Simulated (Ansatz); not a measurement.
# GeCl2 (germanium dichloride) at 6 levels

We compute a comparison of 6 runs (HF/3-21G, B3LYP/6-31G, CAM-B3LYP/cc-pVDZ, wB97X/def2-SVP, B3LYP/6-31G*, CCSD(T)/pcseg-1) of GeCl2 (germanium dichloride). 

The results are computed with Ansatz 0.2.0.

12 further runs of the same task are left out: 3 for a known fault of the program, 4 that didn't finish, 5 set aside as unsound or not needed. Runs told in other sessions of the task aren't counted.

## 1. The molecule

GeCl2 has 3 atoms, charge 0, and is taken as a singlet. As SMILES, `Cl[Ge]Cl`. Geometry: relaxed at PBE0-D4/def2-TZVP.

Bond lengths: Cl1–Ge2 2.182 Å, Ge2–Cl3 2.182 Å. Angles: Cl1–Ge2–Cl3 100.0°.

## 2. Energy and gradient at HF/3-21G (run 1)

molecule.yaml

```yaml
crystal:
  periodic: [false, false, false]
  atoms:
    - {symbol: Cl, position_ang: [-0.065420, -1.681680, 0.422740]}
    - {symbol: Ge, position_ang: [-0.421210, 0.067170, -0.832020]}
    - {symbol: Cl, position_ang: [0.486630, 1.614500, 0.409270]}
basis:
  gaussian: {orbitals: 3-21G-spherical.json}
hamiltonian: {xc: hf}
accuracy: high
output: {forces: true, orbitals: {seedname: orbitals}}
```

The basis set 3-21G is read from a file made from the Basis Set Exchange's data (not shown).

On the command line:

```bash
$ ansatz run molecule.yaml --threads 1 --pin off --max-ram 3480MiB --events-out events.jsonl --progress --plain --runs-dir runs
```

Output:

```text
Warning: RAYON_NUM_THREADS=1 ignored (pool sized by the plan → 1); use --threads N
Functional definition: HF
  name "HF"
  exchange = exact_x
  correlation = 0
857 factors; integrals over basis functions are off by at most 4.3e-9 eV
mean field evaluation 1: about -81089.4686 eV, gradient 1.6e1 eV
mean field evaluation 2: about -81089.4810 eV, gradient 1.6e1 eV
mean field evaluation 4: about -81090.5320 eV, gradient 7.9e-1 eV
mean field evaluation 8: about -81090.5389 eV, gradient 1.5e-3 eV
mean field -81090.53894825 eV, -2980.0223412069 hartree, gradient 7.0e-8 eV, S^2 0.000000; 0 other end points of the search recorded, 0 dependent functions left out
the calculation of the forces begins
reference -81090.53894825 eV, -2980.0223412069 hartree; 33, 33 occupied and 15, 15 virtual orbitals, 857 factors
Total energy: -81090.53894825 eV, -2980.0223412069 hartree
Atom 0 at    -0.065420    -1.681680     0.422740 Å, force     0.217689    -1.260860     0.829970 eV/Å
Atom 1 at    -0.421210     0.067170    -0.832020 Å, force    -0.835881     0.132419    -1.650828 eV/Å
Atom 2 at     0.486630     1.614500     0.409270 Å, force     0.618192     1.128441     0.820858 eV/Å
Dipole moment:    -0.335206     0.053519    -0.662153 e Å
```

Wall time 1.9 s (1 thread of Intel Xeon Platinum 8488C (Sapphire Rapids), shared host); peak memory 0.13 GiB.

## 3. Energy and forces at B3LYP/6-31G (run 2)

input.yaml

```yaml
crystal:
  periodic: [false, false, false]
  atoms:
    - symbol: Cl
      position_ang: [-0.065420, -1.681680, 0.422740]
    - symbol: Ge
      position_ang: [-0.421210, 0.067170, -0.832020]
    - symbol: Cl
      position_ang: [0.486630, 1.614500, 0.409270]
basis:
  gaussian:
    orbitals: 6-31G-spherical.json
hamiltonian:
  xc: {name: B3LYP}
accuracy: high
output: {forces: true, orbitals: {seedname: orbitals}}
```

The basis set 6-31G is read from a file made from the Basis Set Exchange's data (not shown).

On the command line:

```bash
$ ansatz run input.yaml --threads 1 --pin off --max-ram 3480MiB --events-out events.jsonl --progress --plain --runs-dir runs
```

Output, cut to the lines that bear on the results:

```text
Warning: RAYON_NUM_THREADS=1 ignored (pool sized by the plan → 1); use --threads N
Functional definition: B3LYP
  name "B3LYP"
[...]
986 factors; integrals over basis functions are off by at most 3.8e-9 eV
[...]
mean field -81556.19387126 eV, -2997.1348439950 hartree, gradient 3.9e-8 eV, S^2 0.000000; 0 other end points of the search recorded, 0 dependent functions left out
[...]
reference -81556.19390300 eV, -2997.1348451616 hartree; 33, 33 occupied and 20, 20 virtual orbitals, 986 factors
Total energy: -81556.19390300 eV, -2997.1348451616 hartree
Atom 0 at    -0.065420    -1.681680     0.422740 Å, force     0.249556    -1.489677     0.965900 eV/Å
Atom 1 at    -0.421210     0.067170    -0.832020 Å, force    -0.972589     0.154258    -1.920879 eV/Å
Atom 2 at     0.486630     1.614500     0.409270 Å, force     0.723033     1.335419     0.954980 eV/Å
Dipole moment:    -0.257532     0.041128    -0.508722 e Å
```

Wall time 5.4 s (1 thread of Intel Xeon Platinum 8488C (Sapphire Rapids), shared host); peak memory 0.17 GiB.

Runs 3 to 4 aren't shown in full; the table further down has their settings and results.

## 4. Energy and forces at B3LYP/6-31G(d) (Cartesian functions) (run 5)

Changes to molecule.yaml since step 2:

```diff
@@ -1 +1,3 @@
+basis:
+  gaussian: {orbitals: "6-31G*"}
 crystal:
@@ -6,5 +8,3 @@
     - {symbol: Cl, position_ang: [0.486630, 1.614500, 0.409270]}
-basis:
-  gaussian: {orbitals: 3-21G-spherical.json}
-hamiltonian: {xc: hf}
+hamiltonian: {xc: {name: B3LYP}}
 accuracy: high
```

On the command line:

```bash
$ ansatz run molecule.yaml --threads 1 --pin off --max-ram 3480MiB --events-out events.jsonl --progress --plain --runs-dir runs
```

Output, cut to the lines that bear on the results:

```text
Warning: RAYON_NUM_THREADS=1 ignored (pool sized by the plan → 1); use --threads N
[... 2 set-up lines as earlier in the session ...]
[...]
1314 factors; integrals over basis functions are off by at most 6.9e-9 eV
[...]
mean field -81559.39848494 eV, -2997.2526113758 hartree, gradient 2.1e-8 eV, S^2 0.000000; 0 other end points of the search recorded, 0 dependent functions left out
[...]
reference -81559.39851693 eV, -2997.2526125513 hartree; 33, 33 occupied and 40, 40 virtual orbitals, 1314 factors
Total energy: -81559.39851693 eV, -2997.2526125513 hartree
Atom 0 at    -0.065420    -1.681680     0.422740 Å, force     0.076024    -0.517949     0.315170 eV/Å
Atom 1 at    -0.421210     0.067170    -0.832020 Å, force    -0.317440     0.049940    -0.626816 eV/Å
Atom 2 at     0.486630     1.614500     0.409270 Å, force     0.241416     0.468008     0.311646 eV/Å
Dipole moment:    -0.197994     0.031644    -0.391120 e Å
```

Wall time 9.6 s (1 thread of Intel Xeon Platinum 8488C (Sapphire Rapids), shared host); peak memory 0.23 GiB.

## 5. Energy and gradient at CCSD(T)/pcseg-1 (run 6)

in.yaml

```yaml
crystal:
  periodic: [false, false, false]
  atoms:
    - {symbol: Cl, position_ang: [-0.065420, -1.681680, 0.422740]}
    - {symbol: Ge, position_ang: [-0.421210, 0.067170, -0.832020]}
    - {symbol: Cl, position_ang: [0.486630, 1.614500, 0.409270]}
basis:
  gaussian:
    orbitals: pcseg-1.json
correlation:
  method: ccsd_t
  frozen_orbitals: {Cl: 5, Ge: 9}
accuracy: high
scf:
  omitted_lower_state_checks: [cluster_reference, increment]
output: {forces: true, orbitals: {seedname: orbitals}}
```

The basis set pcseg-1 is read from a file made from the Basis Set Exchange's data (not shown).

On the command line:

```bash
$ ansatz run in.yaml --threads 1 --pin off --max-ram 3480MiB --events-out events.jsonl --progress --plain --runs-dir runs
```

Output:

```text
Warning: RAYON_NUM_THREADS=1 ignored (pool sized by the plan → 1); use --threads N
[... 12 lines left out ...]
19 core orbitals not correlated: weight in the atoms' cores, before any rotation towards them, 1.000 or more for the frozen orbitals, at most 0.000 for the correlated occupied ones
[... 24 lines left out ...]
Total energy: -81484.38399599 eV, -2994.4958797535 hartree
[... 3 lines left out ...]
Dipole moment:    -0.188595     0.030148    -0.372555 e Å
Checks for a lower state left out: cluster_reference, increment
```

It took 14 s on 1 thread of Intel Xeon Platinum 8488C (Sapphire Rapids), shared host; peak memory 0.26 GiB.

## 6. All runs side by side

```tsv
run	level	Cartesian functions	frozen core orbitals	energy (Eh)	dipole moment (D)	HOMO energy (eV)	LUMO energy (eV)	wall time
1	HF/3-21G	no	–	-2980.022341	3.57	-10.75	-0.62	1.9 s
2	B3LYP/6-31G	no	–	-2997.134845	2.75	-8.10	-3.62	5.4 s
3	CAM-B3LYP/cc-pVDZ	no	–	-2997.612415	2.19	-9.31	-2.02	8.4 s
4	wB97X/def2-SVP	no	–	-2996.975723	2.08	-10.15	-0.93	19 s
5	B3LYP/6-31G* (Cartesian functions)	yes	–	-2997.252613	2.11	-7.95	-3.32	9.6 s
6	CCSD(T)/pcseg-1	no	19	-2994.495880	2.01	-10.70	-0.29	14 s
```

## 7. Summary of results

| quantity | value |
| --- | --- |
| run 6: total energy | -2994.49588 Eh |
| run 6: dipole moment (correlated density) | 2.01 D |
| run 6: HOMO energy (Hartree–Fock orbitals) | -10.70 eV |
| run 6: LUMO energy (Hartree–Fock orbitals) | -0.29 eV |
| run 6: HOMO–LUMO gap (Hartree–Fock orbitals) | 10.41 eV |
| run 6: correlation energy (19 core orbitals frozen) | -386.5 mEh |
| run 6: (T) correction | -11.07 mEh |
| run 6: T1 diagnostic | 0.012 |
| run 6: largest force on an atom | 0.628 eV/Å |

What this shows: The dipole moment (its size) runs from 2.01 D (CCSD(T)/pcseg-1) to 3.57 D (HF/3-21G). The two ends differ in method and basis. Over runs 1, 2, 3, 4, 5 the HOMO–LUMO gap runs from 4.48 eV (B3LYP/6-31G) to 10.14 eV (HF/3-21G). Totals of different functionals can't be ranked against each other. All runs together took 59 s, the longest 19 s.
